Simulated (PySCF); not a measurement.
# C₄H₉BOSi: electronic excitations

Wanted: the electronic excitations of C₄H₉BOSi (`B[Si@@]1(C)COC1=C`), by calculation.

Programs: PySCF 2.14.0, with density-fitted response routines of our own. Each step states its level of theory. These are calculated values for one molecule in the gas phase, unless marked as measured. Atoms count from 0, in the outputs and in this text.

## Step 1: The molecule as given

16 atoms, charge 0, multiplicity 1; geometry from: GFN2-xTB.

Bonds of the start (Å): B0–Si1 1.95, Si1–C2 1.91, Si1–C3 1.95, C3–O4 1.44, O4–C5 1.37, C5–C6 1.33, C5–Si1 1.92, B0–H7 1.17, B0–H8 1.17, C2–H9 1.09, C2–H10 1.09, C2–H11 1.09, C3–H12 1.09, C3–H13 1.09, C6–H14 1.08, C6–H15 1.07.

## Step 2: TDDFT and polarisability: PBE0/def2-SVPD

Job settings and geometry (Å):

```
{"job": {"kind": "uv", "xc": "PBE0", "basis": "def2-SVPD", "nstates": 8, "ntriplets": 3}, "charge": 0, "multiplicity": 1}
B      0.075044     2.052449    -1.144631
Si    -0.334770     0.329792    -0.334878
C     -1.982899     0.126712     0.616556
C      0.130890    -1.327680    -1.251147
O      1.207554    -1.605447    -0.339860
C      1.122941    -0.561587     0.547469
C      1.904079    -0.402771     1.606055
H      0.081341     3.021688    -0.491587
H      0.360605     2.171671    -2.271076
H     -2.071074     0.882771     1.391131
H     -2.833408     0.241829    -0.050261
H     -2.060863    -0.846936     1.091008
H      0.529479    -1.256260    -2.265757
H     -0.587080    -2.150404    -1.225632
H      2.670269    -1.115409     1.862201
H      1.780293     0.448525     2.248999
```

With the program's defaults for keys left out, this is: TDDFT PBE0/def2-SVPD, vertical, gas phase, core orbitals frozen in the response.

Command:

```sh
$ OMP_NUM_THREADS=1 python probes_run.py task.json out
```

One launch serves the whole session: the jobs run in the order shown.

Log:

```text
coarse grid: 13720 points
cycle   1  E = -546.4689043994  dE =  6.564e-01  |g| = 5.484e-01  |ddm| = 6.332e+00
cycle   2  E = -546.3979100215  dE =  7.099e-02  |g| = 8.019e-01  |ddm| = 1.949e+00
cycle   3  E = -546.5366887873  dE = -1.388e-01  |g| = 1.341e-01  |ddm| = 1.138e+00
cycle   4  E = -546.5399840247  dE = -3.295e-03  |g| = 5.103e-02  |ddm| = 2.249e-01
cycle   5  E = -546.5405706144  dE = -5.866e-04  |g| = 1.828e-02  |ddm| = 9.819e-02
cycle   6  E = -546.5406622810  dE = -9.167e-05  |g| = 4.521e-03  |ddm| = 3.645e-02
cycle   7  E = -546.5406673374  dE = -5.056e-06  |g| = 1.154e-03  |ddm| = 1.006e-02
final grid: 127528 points
cycle   8  E = -546.6215635209  dE = -2.553e-05  |g| = 1.141e-02  |ddm| = 1.068e-01
cycle   9  E = -546.6215289088  dE =  3.461e-05  |g| = 1.763e-02  |ddm| = 3.752e-02
cycle  10  E = -546.6215911748  dE = -6.227e-05  |g| = 1.996e-03  |ddm| = 2.256e-02
cycle  11  E = -546.6215920835  dE = -9.087e-07  |g| = 3.741e-04  |ddm| = 3.132e-03
cycle  12  E = -546.6215921182  dE = -3.468e-08  |g| = 1.353e-04  |ddm| = 8.462e-04
cycle  13  E = -546.6215921226  dE = -4.449e-09  |g| = 4.582e-05  |ddm| = 2.801e-04
cycle  14  E = -546.6215921232  dE = -6.207e-10  |g| = 7.158e-06  |ddm| = 9.086e-05
converged SCF energy = -546.6215921232

Static polarisability (au): isotropic 95.336, principal 84.726 92.054 109.229

Singlet excitations
state   eV       nm        f      main configurations
  1   2.6465    468.5   0.01708   H->L 0.99
  2   3.8147    325.0   0.00523   H-1->L 0.92
  3   4.2647    290.7   0.03254   H-2->L 0.90, H-3->L 0.08
  4   4.8617    255.0   0.05605   H-3->L 0.83, H-2->L 0.08
  5   5.6368    220.0   0.00309   H-5->L 0.67, H-4->L 0.25
  6   5.7059    217.3   0.02729   H->L+1 0.65, H->L+3 0.23, H-5->L 0.10
  7   5.8456    212.1   0.01098   H-4->L 0.72, H-5->L 0.21
  8   6.0169    206.1   0.03612   H->L+2 0.94

Triplet excitations (Tamm-Dancoff, eV): 2.3719 3.1904 3.8977
```

Wall time 90 s (1 thread of Intel Xeon at 2.50GHz, shared host); peak memory 0.87 GiB.

Frontier orbitals and where they lie:

| orbital | eV | atoms |
| --- | --- | --- |
| HOMO−3 | -8.94 | C2 26 %, Si1 23 %, B0 20 % |
| HOMO−2 | -8.21 | C5 24 %, C3 21 %, Si1 21 % |
| HOMO−1 | -7.95 | O4 29 %, C3 19 %, Si1 18 % |
| HOMO | -6.41 | C6 34 %, O4 27 %, C5 21 % |
| LUMO | -2.81 | B0 53 %, Si1 17 %, H8 9 % |
| LUMO+1 | 0.29 | C5 21 %, C6 17 %, Si1 17 % |
| LUMO+2 | 0.50 | B0 34 %, Si1 14 %, C2 11 % |

With each of the 8 states as a Gaussian band of 0.4 eV half-width at 1/e, the curve within the window shown has maxima at 468 nm (ε 690), 257 nm (ε 2,400), 211 nm (ε 2,700) L/(mol cm). Beyond the last state computed it falls off for lack of states. The curve at chosen wavelengths:

| nm | ε (L/mol/cm) |
| --- | --- |
| 196 | 1058 |
| 212 | 2738 |
| 229 | 1354 |
| 245 | 1930 |
| 261 | 2402 |
| 278 | 1875 |
| 294 | 1538 |
| 311 | 998 |
| 327 | 532 |
| 343 | 258 |
| 360 | 121 |
| 376 | 93 |
| 392 | 148 |
| 409 | 281 |
| 425 | 441 |
| 441 | 586 |
| 458 | 677 |
| 474 | 687 |
| 490 | 634 |
| 507 | 535 |
| 523 | 428 |
| 540 | 319 |
| 556 | 232 |
| 572 | 164 |
| 589 | 110 |
| 605 | 74 |

Further results of this job:

```csv
property,computed
dipole moment (D),2.63
polarisability (Å³),14.13
HOMO–LUMO gap (eV),3.60
−ε(HOMO) (eV),6.41
```

## Step 3: Summary of results

| quantity | value |
| --- | --- |
| lowest singlet (PBE0/def2-SVPD) | 2.65 eV (468 nm), f = 0.017 |
| brightest single state of those computed | state 4, 4.86 eV, f = 0.056 |
| lowest triplet | 2.37 eV |

What this shows: The first singlet state (HOMO→LUMO 0.99) lies at 2.65 eV and is weak; of the 8 states computed, the strongest absorption comes from state 4 at 4.86 eV (the last state computed is bright too, and its partners may lie past the list). State 1 absorbs in the visible (468 nm). The lowest triplet lies 0.27 eV below the lowest singlet (triplets in Tamm-Dancoff, singlets in full TDDFT).
